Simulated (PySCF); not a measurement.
# SiBrCl3: NMR shieldings

Wanted: NMR shieldings for SiBrCl3 (`Cl[Si](Cl)(Cl)Br`).

Computed with PySCF 2.14.0 and routines of our own; the level stands in each step. Atoms count from 0.

### 1 The starting structure

5 atoms, charge 0, multiplicity 1; geometry from: GFN2-xTB.

### 2 Optimising the geometry at PBE0-D3(BJ)/def2-SVP

Job settings and geometry (Å):

```
{"job": {"xc": "PBE0", "basis": "def2-SVP", "d3": "d3bj", "grid": 1, "maxiter": 30, "shake": 0.01, "kind": "geom"}, "charge": 0, "multiplicity": 1}
Cl    -0.547280    -1.473650    -1.305860
Si    -0.063880     0.007790    -0.027120
Cl    -0.079980     1.800140    -0.949660
Cl    -1.256020     0.027240     1.561530
Br     1.980740    -0.395490     0.683210
```

Started as:

```console
$ OMP_NUM_THREADS=1 python heavy_run.py task.json out
```

One launch serves the whole session: the jobs run in the order shown.

Output:

```text
step   0  E = -4242.74987522  max force = 0.023368
step   1  E = -4242.75172224  max force = 0.008589
step   2  E = -4242.75196852  max force = 0.004395
step   3  E = -4242.75202894  max force = 0.000604
step   4  E = -4242.75202554  max force = 0.001131
step   5  E = -4242.75202683  max force = 0.000939
step   6  E = -4242.75202791  max force = 0.000777
step   7  E = -4242.75202898  max force = 0.000564
step   8  E = -4242.75202974  max force = 0.000294
optimisation converged
```

It took 47 s on 1 thread of Intel Xeon Platinum 8488C, shared host; peak memory 0.45 GiB.

Relaxation path:

| step | energy from step 0 (eV) | largest force component (eV/Å) |
| --- | --- | --- |
| 0 | 0.0000 | 1.2016 |
| 1 | -0.0503 | 0.4417 |
| 2 | -0.0570 | 0.2260 |
| 3 | -0.0586 | 0.0311 |
| 4 | -0.0585 | 0.0582 |
| 5 | -0.0585 | 0.0483 |
| 6 | -0.0586 | 0.0400 |
| 7 | -0.0586 | 0.0290 |
| 8 | -0.0586 | 0.0151 |

Distances of close pairs at the start and the end, largest changes first:

| bond | before (Å) | after (Å) | change (Å) |
| --- | --- | --- | --- |
| Si1–Cl3 | 1.986 | 2.038 | +0.051 |
| Si1–Cl2 | 2.016 | 2.037 | +0.021 |
| Cl0–Si1 | 2.016 | 2.036 | +0.020 |
| Si1–Br4 | 2.202 | 2.192 | -0.010 |

The end geometry stands in the next job.

| at the end point | value |
| --- | --- |
| point group (found at 0.08 Å tolerance) | C3v |
| rotational constants (GHz, main isotopes) | 1.310, 0.881, 0.881 |
| dipole moment (D) | 0.18 |

### 3 NMR shieldings: PBE/pcSseg-1 Br:us-x2c-TZVPall-2c, spin–orbit

Job settings and geometry (Å):

```
{"job": {"kind": "hnmr", "xc": "PBE", "basis": {"default": "pcSseg-1", "Br": "us-x2c-TZVPall-2c"}, "rel": "so"}, "charge": 0, "multiplicity": 1}
Cl    -1.392314    -1.513275    -1.396931
Si    -0.730719    -0.131768    -0.055302
Cl    -0.747869     1.711268    -0.923374
Cl    -1.970633    -0.119042     1.561452
Br     1.308749    -0.641422     0.566180
```

With the program's defaults for keys left out, this is: PBE/pcSseg-1 Br:us-x2c-TZVPall-2c GIAO NMR shielding, X2C with spin-orbit coupling, screened-nuclear two-electron part, Gaussian nuclei, gas phase.

Output:

```text
spin-free SCF
coarse grid: 32696 points
cycle   1  E = -4279.7125540476  dE =  5.114e-01  |g| = 5.203e-01  |ddm| = 2.591e+00
cycle   2  E = -4279.5875993817  dE =  1.250e-01  |g| = 8.651e-01  |ddm| = 1.446e+00
cycle   3  E = -4279.7659890117  dE = -1.784e-01  |g| = 1.432e-01  |ddm| = 1.018e+00
cycle   4  E = -4279.7703997711  dE = -4.411e-03  |g| = 3.249e-02  |ddm| = 1.549e-01
cycle   5  E = -4279.7706176575  dE = -2.179e-04  |g| = 1.517e-02  |ddm| = 4.898e-02
cycle   6  E = -4279.7706922886  dE = -7.463e-05  |g| = 4.068e-03  |ddm| = 2.238e-02
cycle   7  E = -4279.7706941007  dE = -1.812e-06  |g| = 3.153e-04  |ddm| = 2.849e-03
final grid: 60240 points
cycle   8  E = -4279.7706463432  dE = -5.183e-08  |g| = 3.556e-04  |ddm| = 1.077e-03
cycle   9  E = -4279.7706462992  dE =  4.400e-08  |g| = 5.117e-04  |ddm| = 9.884e-04
cycle  10  E = -4279.7706463779  dE = -7.868e-08  |g| = 1.021e-04  |ddm| = 6.280e-04
cycle  11  E = -4279.7706463791  dE = -1.264e-09  |g| = 1.293e-05  |ddm| = 8.181e-05
converged SCF energy = -4279.7706463791
two-component SCF
cycle   1  E = -4279.7034966531  dE = -4.280e+03  |FDS-SDF| = 8.979e+00
cycle   2  E = -4279.8466641397  dE = -1.432e-01  |FDS-SDF| = 8.649e-03
cycle   3  E = -4279.8466642327  dE = -9.302e-08  |FDS-SDF| = 1.660e-03
cycle   4  E = -4279.8466641432  dE =  8.952e-08  |FDS-SDF| = 1.197e-03
cycle   5  E = -4279.8466643544  dE = -2.112e-07  |FDS-SDF| = 3.774e-04
cycle   6  E = -4279.8466643898  dE = -3.540e-08  |FDS-SDF| = 2.991e-05
cycle   7  E = -4279.8466643899  dE = -8.367e-11  |FDS-SDF| = 1.348e-05
converged, E = -4279.8466643899

Field gradients (au) and densities at the nuclei (bohr^-3)
atom        Vxx        Vyy        Vzz        centre      nuclear mean
  0 Cl    -1.2076    -1.2195     2.4271       2817.016       2816.964
  1 Si     0.0065     0.0102    -0.0167       1575.889       1575.870
  2 Cl    -1.2124    -1.2186     2.4310       2817.017       2816.965
  3 Cl    -1.2143    -1.2185     2.4328       2817.017       2816.966
  4 Br    -2.6431    -2.6620     5.3050      39290.780      39262.224
without picture change
  4 Br                           5.4768                     60064.299

Core orbital energies (eV)
atom   shell        mean    spread
  0 Cl 1s        -2749.657   0.000
  0 Cl 2s         -252.254   0.000
  0 Cl 3s          -21.440   0.000
  0 Cl 2p1/2      -192.421   0.000
  0 Cl 2p3/2      -190.774   0.140
  1 Si 1s        -1788.136   0.000
  1 Si 2s         -141.854   0.000
  1 Si 3s          -21.444   0.000
  1 Si 2p1/2       -98.409   0.000
  1 Si 2p3/2       -97.787   0.005
  2 Cl 1s        -2749.662   0.000
  2 Cl 2s         -252.258   0.000
  2 Cl 3s          -21.440   0.000
  2 Cl 2p1/2      -192.425   0.000
  2 Cl 2p3/2      -190.777   0.140
  3 Cl 1s        -2749.665   0.000
  3 Cl 2s         -252.260   0.000
  3 Cl 3s          -21.441   0.000
  3 Cl 2p1/2      -192.428   0.000
  3 Cl 2p3/2      -190.780   0.140
  4 Br 1s       -13303.304   0.000
  4 Br 2s        -1732.253   0.000
  4 Br 3s         -237.777   0.000
  4 Br 4s          -20.837   0.000
  4 Br 2p1/2     -1559.693   0.000
  4 Br 2p3/2     -1512.764   0.053
  4 Br 3p1/2      -177.856   0.000
  4 Br 3p3/2      -171.065   0.159
  4 Br 3d3/2       -67.240   0.167
  4 Br 3d5/2       -66.208   0.222

Shielding tensors (ppm)
atom      isotropic    diamagn.    paramagn.     s11        s22        s33       span
  0 Cl      663.50     1121.80     -458.30     547.40     554.82     888.27     340.87
  1 Si      351.90      860.23     -508.33     335.91     359.15     360.63      24.72
  2 Cl      663.85     1122.41     -458.55     548.19     554.21     889.16     340.96
  3 Cl      664.16     1121.74     -457.59     549.04     553.95     889.47     340.42
  4 Br     2405.85     2988.32     -582.47    2116.52    2120.13    2980.92     864.40
```

It took 42 s on 1 thread of Intel Xeon Platinum 8488C, shared host; peak memory 0.85 GiB.

Key values:

| quantity | value |
| --- | --- |
| energy from spin-orbit coupling | -0.0760 Eh |

### 4 NMR shieldings: PBE/pcSseg-1 Br:us-x2c-TZVPall-2c, spin-free

Job settings and geometry (Å):

```
{"job": {"kind": "hnmr", "xc": "PBE", "basis": {"default": "pcSseg-1", "Br": "us-x2c-TZVPall-2c"}, "rel": "sf"}, "charge": 0, "multiplicity": 1}
Cl    -1.392314    -1.513275    -1.396931
Si    -0.730719    -0.131768    -0.055302
Cl    -0.747869     1.711268    -0.923374
Cl    -1.970633    -0.119042     1.561452
Br     1.308749    -0.641422     0.566180
```

Level: PBE/pcSseg-1 Br:us-x2c-TZVPall-2c GIAO NMR shielding, spin-free X2C, Gaussian nuclei, gas phase.

Output:

```text
spin-free SCF
coarse grid: 32696 points
cycle   1  E = -4279.7125540476  dE =  5.114e-01  |g| = 5.203e-01  |ddm| = 2.591e+00
cycle   2  E = -4279.5875993817  dE =  1.250e-01  |g| = 8.651e-01  |ddm| = 1.446e+00
cycle   3  E = -4279.7659890117  dE = -1.784e-01  |g| = 1.432e-01  |ddm| = 1.018e+00
cycle   4  E = -4279.7703997711  dE = -4.411e-03  |g| = 3.249e-02  |ddm| = 1.549e-01
cycle   5  E = -4279.7706176575  dE = -2.179e-04  |g| = 1.517e-02  |ddm| = 4.898e-02
cycle   6  E = -4279.7706922886  dE = -7.463e-05  |g| = 4.068e-03  |ddm| = 2.238e-02
cycle   7  E = -4279.7706941007  dE = -1.812e-06  |g| = 3.153e-04  |ddm| = 2.849e-03
final grid: 60240 points
cycle   8  E = -4279.7706463432  dE = -5.183e-08  |g| = 3.556e-04  |ddm| = 1.077e-03
cycle   9  E = -4279.7706462992  dE =  4.400e-08  |g| = 5.117e-04  |ddm| = 9.884e-04
cycle  10  E = -4279.7706463779  dE = -7.868e-08  |g| = 1.021e-04  |ddm| = 6.280e-04
cycle  11  E = -4279.7706463791  dE = -1.264e-09  |g| = 1.293e-05  |ddm| = 8.181e-05
converged SCF energy = -4279.7706463791
check of the scalar solution
cycle   1  E = -4279.7706463791  dE = -4.280e+03  |FDS-SDF| = 1.293e-05
cycle   2  E = -4279.7706463790  dE =  1.210e-10  |FDS-SDF| = 2.463e-05
converged, E = -4279.7706463790

Field gradients (au) and densities at the nuclei (bohr^-3)
atom        Vxx        Vyy        Vzz        centre      nuclear mean
  0 Cl    -1.2082    -1.2202     2.4285       2817.032       2816.981
  1 Si     0.0062     0.0099    -0.0161       1575.891       1575.872
  2 Cl    -1.2131    -1.2193     2.4324       2817.033       2816.981
  3 Cl    -1.2150    -1.2192     2.4342       2817.033       2816.982
  4 Br    -2.6457    -2.6646     5.3104      39288.105      39259.549
without picture change
  4 Br                           5.4847                     60064.834

Core orbital energies (eV)
atom   shell        mean    spread
  0 Cl 1s        -2749.657   0.000
  0 Cl 2s         -252.255   0.000
  0 Cl 3s          -21.442   0.000
  0 Cl 2p         -191.323   0.220
  1 Si 1s        -1788.141   0.000
  1 Si 2s         -141.858   0.000
  1 Si 3s          -21.443   0.000
  1 Si 2p          -97.998   0.008
  2 Cl 1s        -2749.662   0.000
  2 Cl 2s         -252.259   0.000
  2 Cl 3s          -21.441   0.000
  2 Cl 2p         -191.327   0.219
  3 Cl 1s        -2749.665   0.000
  3 Cl 2s         -252.261   0.000
  3 Cl 3s          -21.442   0.000
  3 Cl 2p         -191.330   0.220
  4 Br 1s       -13303.506   0.000
  4 Br 2s        -1732.287   0.000
  4 Br 3s         -237.782   0.000
  4 Br 4s          -20.838   0.000
  4 Br 2p        -1528.157   0.079
  4 Br 3p         -173.290   0.240
  4 Br 3d          -66.623   0.250

Shielding tensors (ppm)
atom      isotropic    diamagn.    paramagn.     s11        s22        s33       span
  0 Cl      673.77     1139.42     -465.64     553.53     560.73     907.06     353.53
  1 Si      302.59      870.16     -567.57     295.05     296.21     316.51      21.46
  2 Cl      674.10     1140.03     -465.93     554.25     560.07     907.98     353.73
  3 Cl      674.38     1139.36     -464.98     555.03     559.80     908.30     353.27
  4 Br     2099.38     3137.44    -1038.06    1770.58    1774.05    2753.52     982.93
```

Wall time 16 s (1 thread of Intel Xeon Platinum 8488C, shared host); peak memory 0.76 GiB.

### 5 Shieldings side by side

| run | Br4 | Si1 | Cl0 | Cl2 | Cl3 | time |
| --- | --- | --- | --- | --- | --- | --- |
| step 3, PBE/pcSseg-1 Br:us-x2c-TZVPall-2c, spin–orbit | 2405.9 | 351.9 | 663.5 | 663.9 | 664.2 | 42 s |
| step 4, PBE/pcSseg-1 Br:us-x2c-TZVPall-2c, spin-free | 2099.4 | 302.6 | 673.8 | 674.1 | 674.4 | 16 s |

### 6 Summary of results

| quantity | value |
| --- | --- |
| point group | C3v |
| rotational constants (main isotopes) | 1.31, 0.88, 0.88 GHz |
| energy from spin-orbit coupling (step 3, PBE/pcSseg-1 Br:us-x2c-TZVPall-2c, spin–orbit) | -0.0760 Eh |
| shieldings (step 3, PBE/pcSseg-1 Br:us-x2c-TZVPall-2c, spin–orbit) | Cl0 663.5, Si1 351.9, Cl2 663.9, Cl3 664.2, Br4 2405.9 ppm |
| shieldings (step 4, PBE/pcSseg-1 Br:us-x2c-TZVPall-2c, spin-free) | Cl0 673.8, Si1 302.6, Cl2 674.1, Cl3 674.4, Br4 2099.4 ppm |

In words: Over 8 steps the energy fell by 0.059 eV; of the close pairs, Si1–Cl3 changed most, 1.986 to 2.038 Å. No frequency check was run at this level, so the end point may be a saddle. In step 3, Br4 has the widest tensor, 864 ppm. Br4 moves most between the runs, by 306 ppm; the labels say what changes from run to run.
